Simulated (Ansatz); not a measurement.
# SnN₂H₆: up Jacob's ladder to CCSD(T)

How much do the methods differ for SnN₂H₆? The plan is to run it at one geometry with functionals of several rungs and with coupled cluster. The yardstick is the atomisation energy at the CCSD(T) limit.

Program: Ansatz 0.2.0, Gaussian basis. Level of theory: functionals in def2-TZVPP, the program's frozen cores in correlated methods. These are calculated values, not measurements.

Plan: PBE-D4, r2SCAN-D4, PBE0-D4, B3LYP-D4, ωB97X-V, ωB97M-V, B2PLYP; CCSD(T)/def2-TZVPP; CCSD(T)/def2-QZVPP; extrapolation to the limit.

## (1) Structure used throughout

All runs share one geometry, relaxed beforehand with PBE0-D4 in a triple-zeta def2 set. Sn takes the def2 core potential; no spin-orbit term is included.

SMILES `[NH2][SnH2][NH2]`, 9 atoms, charge 0, spin multiplicity 1.

Atoms are counted from 1 here; the program's logs count them from 0.

Bond lengths: N1–Sn2 2.021 Å, N1–H4 1.012 Å, N1–H5 1.011 Å, Sn2–N3 2.021 Å, Sn2–H6 1.714 Å, Sn2–H7 1.714 Å, N3–H8 1.012 Å, N3–H9 1.011 Å. Angles: Sn2–N1–H4 113.7°, Sn2–N1–H5 114.6°, H4–N1–H5 108.1°, N1–Sn2–N3 101.5°, N1–Sn2–H6 116.6°, N1–Sn2–H7 105.1°, N3–Sn2–H6 105.1°, N3–Sn2–H7 116.6°, H6–Sn2–H7 111.8°, Sn2–N3–H8 113.7°, Sn2–N3–H9 114.6°, H8–N3–H9 108.1°.

## (2) PBE-D4 (GGA)

in.yaml

```yaml
crystal:
  periodic: [false, false, false]
  atoms:
    - {symbol: N, position_ang: [-0.290726, 1.652050, -0.099775]}
    - {symbol: Sn, position_ang: [-0.007839, -0.210532, 0.632245]}
    - {symbol: N, position_ang: [0.304370, -1.265699, -1.063135]}
    - {symbol: H, position_ang: [-1.125020, 1.744375, -0.664408]}
    - {symbol: H, position_ang: [-0.301916, 2.382287, 0.599773]}
    - {symbol: H, position_ang: [-1.358204, -0.955425, 1.381240]}
    - {symbol: H, position_ang: [1.320696, -0.072062, 1.707054]}
    - {symbol: H, position_ang: [1.150291, -1.005544, -1.553170]}
    - {symbol: H, position_ang: [0.308359, -2.269460, -0.939834]}
basis:
  gaussian: {orbitals: def2-TZVPP}
hamiltonian: {xc: pbe, dispersion: d4}
output: {forces: true, orbitals: {seedname: orbitals}}
```

Launch:

```sh
$ ansatz run in.yaml --threads 2 --pin off --events-out ev --progress --plain --max-ram 32768MiB --backend cpu
```

Further steps of the session: r2SCAN-D4 (meta-GGA); PBE0-D4 (hybrid); B3LYP-D4 (hybrid); ωB97X-V (range-separated); ωB97M-V (range-separated); B2PLYP (double hybrid); CCSD(T) in def2-TZVPP; CCSD(T) in def2-QZVPP.

Before running them: what should the planned runs give, taken together? Wanted: atomisation energy, CCSD(T)/CBS; farthest; mean size of error, hybrid; mean size of error, range-separated; gap, smallest and largest; T1 diagnostic; triples share of the correlation energy.

The runs gave:

| quantity | value |
| --- | --- |
| atomisation energy, CCSD(T)/CBS | 2641.6 kJ/mol |
| functionals within 26.4 kJ/mol (1.0 %) | PBE-D4, B3LYP-D4, ωB97X-V, ωB97M-V |
| farthest | B2PLYP (-57.1 kJ/mol) |
| mean size of error, hybrid | 34.9 kJ/mol |
| mean size of error, range-separated | 8.5 kJ/mol |
| gap, smallest and largest | 4.97 eV (PBE-D4), 11.26 eV (ωB97X-V) |
| T1 diagnostic | 0.0123 |
| triples share of the correlation energy | 3.3 % |

In words: PBE-D4 is off by +6.0 kJ/mol. Double hybrids carry the basis error of their MP2 part in triple zeta, and no dispersion term here, so their miss is partly the set-up's. Misses under about 26.4 kJ/mol are within the doubt on the reference itself, which lacks core-valence correlation, spin-orbit coupling and higher excitations, and its outer-core shells are covered unevenly. All levels share the lack of spin-orbit coupling, which lowers the free heavy atoms and so the true binding. Hartree-Fock recovers 64 % of the binding; the rest is correlation. Orbital gaps span 5.0 to 11.3 eV; exact exchange widens them. Correlated methods include outer-core shells of Sn, which these sets cover unevenly.
